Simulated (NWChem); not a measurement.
# A workflow on the pair B2NH5···BH2Cl

Wanted: a single-point energy (singlet B3NH7Cl, r2SCAN/3-21G), then a single-point energy (singlet B2NH5, r2SCAN/3-21G), then the energy (singlet BH2Cl, r2SCAN/3-21G), then a single-point energy (singlet B2NH5, r2SCAN/3-21G), then the energy (singlet BH2Cl, r2SCAN/3-21G) of B3ClH7N and its partners. 

The calculation is run with NWChem 7.3.0.

## Step 1: The system as given

B3NH7Cl has 12 atoms, charge 0, and is taken as a singlet. The two molecules were placed rigidly side by side, at 0.8 times their contact distance; the pair isn't optimised.

Bond lengths: B1–N2 1.417 Å, N2–B3 1.417 Å, B9–Cl10 1.733 Å, B1–H4 1.194 Å, B1–H5 1.197 Å, N2–H6 1.011 Å, B3–H7 1.197 Å, B3–H8 1.194 Å, B9–H11 1.190 Å, B9–H12 1.190 Å. Some angles: B1–N2–B3 125.8°, B1–N2–H6 117.1°, B3–N2–H6 117.1°, N2–B1–H4 118.5°, N2–B1–H5 119.5°, N2–B3–H7 119.4°, N2–B3–H8 118.5°, Cl10–B9–H11 118.1°, Cl10–B9–H12 118.1°, H4–B1–H5 122.0°.

## Step 2: A single-point energy at r2SCAN/3-21G (run 1)

b3clh7n.nw reads:

```
START b3clh7n
memory total 2200 mb

GEOMETRY units angstroms noautosym nocenter noautoz
B    -0.839710    0.662060   -0.686300
N     0.248490    0.384860    0.177800
B     0.683690   -0.903740    0.574700
H    -1.460910   -0.254240   -1.133100
H    -1.109310    1.798360   -0.947100
H     0.759490    1.176660    0.543500
H     1.620090   -1.007040    1.312600
H     0.098190   -1.856940    0.157900
B     1.653270    0.633140   -3.113860
Cl    1.994250    1.949300   -4.188650
H     1.825470   -0.475250   -3.511860
H     1.260360    0.889280   -2.020080
END

BASIS spherical bse
* library 3-21G
END

DFT
xc r2scan
grid fine
convergence energy 1e-08
iterations 100
mulliken
print low
END

TASK dft
```

Command:

```sh
$ nwchem b3clh7n.nw > b3clh7n.out
```

Standard output, shortened:

```text
[...]
 d= 0,ls=0.0,diis     1   -590.5823263274 -7.48D+02  1.70D-02  4.98D-01     2.3
[...]
 d= 0,ls=0.0,diis    10   -590.6521897498 -6.86D-10  1.82D-07  2.09D-10    16.3
         Total DFT energy =     -590.652189749778
      One electron energy =    -1120.968803435578
           Coulomb energy =      422.815212431107
    Exchange-Corr. energy =      -49.664591455094
 Nuclear repulsion energy =      157.165992709788
[...]
      Total Density - Mulliken Population Analysis
     ---------------------------------------------
    Atom       Charge   Shell Charges
 -----------   ------   -------------------------------------------------------
    1 B    5     4.79   1.99  0.41  1.23  0.60  0.56
    2 N    7     7.77   1.99  0.38  1.87  1.31  2.22
    3 B    5     4.79   1.99  0.41  1.23  0.59  0.57
    4 H    1     0.98   0.46  0.52
    5 H    1     1.00   0.46  0.54
    6 H    1     0.66   0.45  0.21
    7 H    1     1.02   0.46  0.55
    8 H    1     0.98   0.46  0.52
    9 B    5     5.00   1.99  0.45  1.24  0.71  0.62
   10 Cl  17    17.12   2.00  1.95  5.90  1.15  3.11  0.89  2.13
[...]
```

Wall time 17 s (1 thread of Intel Xeon Platinum 8488C (Sapphire Rapids), shared host); peak memory 0.12 GiB.

## Step 3: B2NH5: the energy at r2SCAN/3-21G (run 2)

b2h5n.nw reads:

```
start b2h5n
memory stack 880 mb heap 220 mb global 1100 mb
charge 0

geometry units angstrom noautosym nocenter noautoz
   B       -0.839710       0.662060      -0.686300
   N        0.248490       0.384860       0.177800
   B        0.683690      -0.903740       0.574700
   H       -1.460910      -0.254240      -1.133100
   H       -1.109310       1.798360      -0.947100
   H        0.759490       1.176660       0.543500
   H        1.620090      -1.007040       1.312600
   H        0.098190      -1.856940       0.157900
end

basis spherical bse
   B library 3-21G
   N library 3-21G
   H library 3-21G
end

dft
   xc r2scan
   mult 1
   grid fine
   convergence energy 1e-08
   iterations 100
   mulliken
   noprint "final vectors analysis"
end

task dft energy
```

Command:

```sh
$ nwchem b2h5n.nw > b2h5n.out
```

Standard output, shortened:

```text
[...]
          Wavefunction type:  closed shell.
          No. of atoms     :     8
          No. of electrons :    22
[...]
          Charge           :     0
          Spin multiplicity:     1
[...]
          AO basis - number of functions:    37
[...]
              XC Information
              --------------
                      r^2SCAN Method XC Functional
               r^2SCAN metaGGA Exchange Functional  1.000
                     r^2SCAN Correlation Potential  1.000
[...]
 d= 0,ls=0.0,diis     1   -106.8009746421 -1.65D+02  1.50D-02  2.58D-01     1.0
[...]
 d= 0,ls=0.0,diis     8   -106.8357937083  2.85D-10  1.90D-06  1.05D-08     4.3
         Total DFT energy =     -106.835793708277
      One electron energy =     -257.357144908404
           Coulomb energy =      109.048655833482
    Exchange-Corr. energy =      -16.767039727802
 Nuclear repulsion energy =       58.239735094447
[...]
      Total Density - Mulliken Population Analysis
     ---------------------------------------------
    Atom       Charge   Shell Charges
 -----------   ------   -------------------------------------------------------
    1 B    5     4.79   1.99  0.41  1.23  0.59  0.57
    2 N    7     7.76   1.99  0.38  1.87  1.30  2.22
    3 B    5     4.79   1.99  0.41  1.23  0.59  0.57
    4 H    1     0.99   0.46  0.52
    5 H    1     1.02   0.46  0.56
    6 H    1     0.66   0.45  0.21
    7 H    1     1.02   0.46  0.56
    8 H    1     0.99   0.46  0.52
[...]
```

Wall time 5.1 s (1 thread of Intel Xeon Platinum 8488C (Sapphire Rapids), shared host); peak memory 0.12 GiB.

## Step 4: BH2Cl: a single-point energy at r2SCAN/3-21G (run 3)

mymol.nw reads:

```
start mymol
title "BClH2 r2SCAN"
memory 2200 mb
charge 0

geometry units angstrom noautosym nocenter noautoz
  B     1.653270    0.633140   -3.113860
  Cl    1.994250    1.949300   -4.188650
  H     1.825470   -0.475250   -3.511860
  H     1.260360    0.889280   -2.020080
end

basis spherical bse
  B library 3-21G
  Cl library 3-21G
  H library 3-21G
end

dft
  xc r2scan
  grid fine
  convergence energy 1e-08
  maxiter 100
  mulliken
  print low
end

task dft energy
```

Command:

```sh
$ nwchem mymol.nw > mymol.out
```

Standard output, shortened:

```text
[...]
 d= 0,ls=0.0,diis     1   -483.7832905402 -5.22D+02  3.42D-02  2.35D-01     0.5
[...]
 d= 0,ls=0.0,diis     8   -483.8176043105 -2.43D-11  5.59D-08  1.20D-12     1.8
         Total DFT energy =     -483.817604310455
      One electron energy =     -741.427316286341
           Coulomb energy =      252.714994591636
    Exchange-Corr. energy =      -32.888365730626
 Nuclear repulsion energy =       37.783083114876
[...]
      Total Density - Mulliken Population Analysis
     ---------------------------------------------
    Atom       Charge   Shell Charges
 -----------   ------   -------------------------------------------------------
    1 B    5     5.01   1.98  0.45  1.24  0.71  0.62
    2 Cl  17    17.12   2.00  1.95  5.90  1.15  3.11  0.88  2.13
    3 H    1     0.94   0.46  0.48
    4 H    1     0.94   0.46  0.47
[...]
```

Wall time 2.4 s (1 thread of Intel Xeon Platinum 8488C (Sapphire Rapids), shared host); peak memory 0.11 GiB.

## Step 5: B2NH5 among ghost functions: a single-point energy at r2SCAN/3-21G (with ghost functions) (run 4)

input.nw reads:

```
start input
title "B2H5N energy"
memory stack 880 mb heap 220 mb global 1100 mb
charge 0

geometry units atomic noautosym nocenter noautoz
  B     -1.58682192     1.25111208    -1.29691904
  N      0.46957804     0.72728000     0.33599330
  B      1.29198685    -1.70782109     1.08602560
  H     -2.76071979    -0.48044397    -2.14124867
  H     -2.09629209     3.39840787    -1.78975961
  H      1.43522809     2.22356514     1.02706615
  H      3.06152640    -1.90302980     2.48045451
  H      0.18555221    -3.50910803     0.29838776
  bqB      3.124228     1.196461    -5.884343
  bqCl     3.768586     3.683643    -7.915401
  bqH      3.449638    -0.898092    -6.636454
  bqH      2.381735     1.680496    -3.817398
end

basis spherical bse
  B library 3-21G
  N library 3-21G
  H library 3-21G
  bqB library B 3-21G
  bqCl library Cl 3-21G
  bqH library H 3-21G
end

dft
  xc r2scan
  grid fine
  convergence energy 1e-08
  maxiter 100
  mulliken
  print low
end

task dft energy
```

Command:

```sh
$ nwchem input.nw > input.out
```

Standard output, shortened:

```text
[...]
 d= 0,ls=0.0,diis     1   -106.8023198668 -1.65D+02  8.84D-03  2.58D-01     1.7
[...]
 d= 0,ls=0.0,diis     8   -106.8371149844  3.31D-10  1.17D-06  1.15D-08    11.5
         Total DFT energy =     -106.837114984428
      One electron energy =     -257.349881262958
           Coulomb energy =      109.038929993873
    Exchange-Corr. energy =      -16.765894653253
 Nuclear repulsion energy =       58.239730937909
[...]
      Total Density - Mulliken Population Analysis
     ---------------------------------------------
    Atom       Charge   Shell Charges
 -----------   ------   -------------------------------------------------------
    1 B    5     4.77   1.99  0.41  1.23  0.59  0.55
    2 N    7     7.77   1.99  0.38  1.87  1.31  2.22
    3 B    5     4.78   1.99  0.41  1.23  0.59  0.56
    4 H    1     0.99   0.46  0.52
    5 H    1     1.01   0.46  0.55
    6 H    1     0.66   0.45  0.21
    7 H    1     1.02   0.46  0.56
    8 H    1     0.99   0.46  0.52
    9 X    0     0.00  -0.00 -0.00 -0.00 -0.00  0.00
   10 X    0     0.00  -0.00 -0.00 -0.00 -0.00 -0.00  0.00  0.00
[...]
```

Run time: 12 s. Hardware: 1 thread of Intel Xeon Platinum 8488C (Sapphire Rapids), shared host; peak memory 0.12 GiB.

## Step 6: BH2Cl among ghost functions: a single-point energy at r2SCAN/3-21G (with ghost functions) (run 5)

bclh2.nw reads:

```
START bclh2
TITLE "BClH2 r2SCAN"
memory 2200 mb

GEOMETRY noautosym nocenter noautoz
B      1.653270     0.633140    -3.113860
Cl     1.994250     1.949300    -4.188650
H      1.825470    -0.475250    -3.511860
H      1.260360     0.889280    -2.020080
bqB     -0.839710     0.662060    -0.686300
bqN      0.248490     0.384860     0.177800
bqB      0.683690    -0.903740     0.574700
bqH     -1.460910    -0.254240    -1.133100
bqH     -1.109310     1.798360    -0.947100
bqH      0.759490     1.176660     0.543500
bqH      1.620090    -1.007040     1.312600
bqH      0.098190    -1.856940     0.157900
END

BASIS spherical bse
B library 3-21G
Cl library 3-21G
H library 3-21G
bqB library B 3-21G
bqN library N 3-21G
bqH library H 3-21G
END

DFT
xc r2scan
grid fine
convergence energy 1e-08
maxiter 100
mulliken
noprint "final vectors analysis"
END

TASK dft energy
```

Command:

```sh
$ nwchem bclh2.nw > bclh2.out
```

Standard output, shortened:

```text
[...]
          Wavefunction type:  closed shell.
          No. of atoms     :    12
          No. of electrons :    24
[...]
          Charge           :     0
          Spin multiplicity:     1
[...]
          AO basis - number of functions:    63
[...]
              XC Information
              --------------
                      r^2SCAN Method XC Functional
               r^2SCAN metaGGA Exchange Functional  1.000
                     r^2SCAN Correlation Potential  1.000
[...]
 d= 0,ls=0.0,diis     1   -483.7836418571 -5.22D+02  1.42D-02  2.36D-01     1.6
[...]
 d= 0,ls=0.0,diis     8   -483.8180776744 -2.47D-11  2.51D-08  1.41D-12    10.8
         Total DFT energy =     -483.818077674364
      One electron energy =     -741.420643447566
           Coulomb energy =      252.707069411977
    Exchange-Corr. energy =      -32.887586753651
 Nuclear repulsion energy =       37.783083114876
[...]
      Total Density - Mulliken Population Analysis
     ---------------------------------------------
    Atom       Charge   Shell Charges
 -----------   ------   -------------------------------------------------------
    1 B    5     5.00   1.98  0.45  1.24  0.71  0.62
    2 Cl  17    17.12   2.00  1.95  5.90  1.15  3.11  0.89  2.13
    3 H    1     0.94   0.46  0.47
    4 H    1     0.94   0.46  0.48
    5 X    0    -0.00   0.00  0.00  0.00 -0.00 -0.00
    6 X    0     0.00   0.00  0.00  0.00  0.00  0.00
    7 X    0     0.00  -0.00 -0.00  0.00  0.00  0.00
    8 X    0     0.00  -0.00  0.00
    9 X    0     0.00  -0.00  0.00
   10 X    0     0.00  -0.00  0.00
[...]
```

It took 11 s on 1 thread of Intel Xeon Platinum 8488C (Sapphire Rapids), shared host; peak memory 0.12 GiB.

## Step 7: What came out

| quantity | value |
| --- | --- |
| run 1, r2SCAN/3-21G: total energy | -590.65219 Eh |
| B2NH5: total energy | -106.83579 Eh |
| B2NH5: dipole moment | 1.49 D |
| BH2Cl: total energy | -483.81760 Eh |
| B2NH5 among ghost functions: total energy | -106.83711 Eh |
| BH2Cl among ghost functions: total energy | -483.81808 Eh |
| BH2Cl among ghost functions: dipole moment | 0.96 D |
| interaction energy of the rigid parts B2NH5 and BH2Cl (parts in their own basis; closest atoms 2.47 Å apart) | 0.033 eV |
| interaction energy of the rigid parts B2NH5 and BH2Cl (parts in the whole basis, counterpoise; closest atoms 2.47 Å apart) | 0.082 eV |

The interaction energy of the rigid parts B2NH5 and BH2Cl (parts in their own basis; closest atoms 2.47 Å apart) is 0.03 eV (3.2 kJ/mol): the parts repel at this shape. Without counterpoise this holds the superposition error of the basis. The interaction energy of the rigid parts B2NH5 and BH2Cl (parts in the whole basis, counterpoise; closest atoms 2.47 Å apart) is 0.08 eV (1.9 kcal/mol): the parts repel at this shape. The basis-set superposition error is 4.7 kJ/mol.
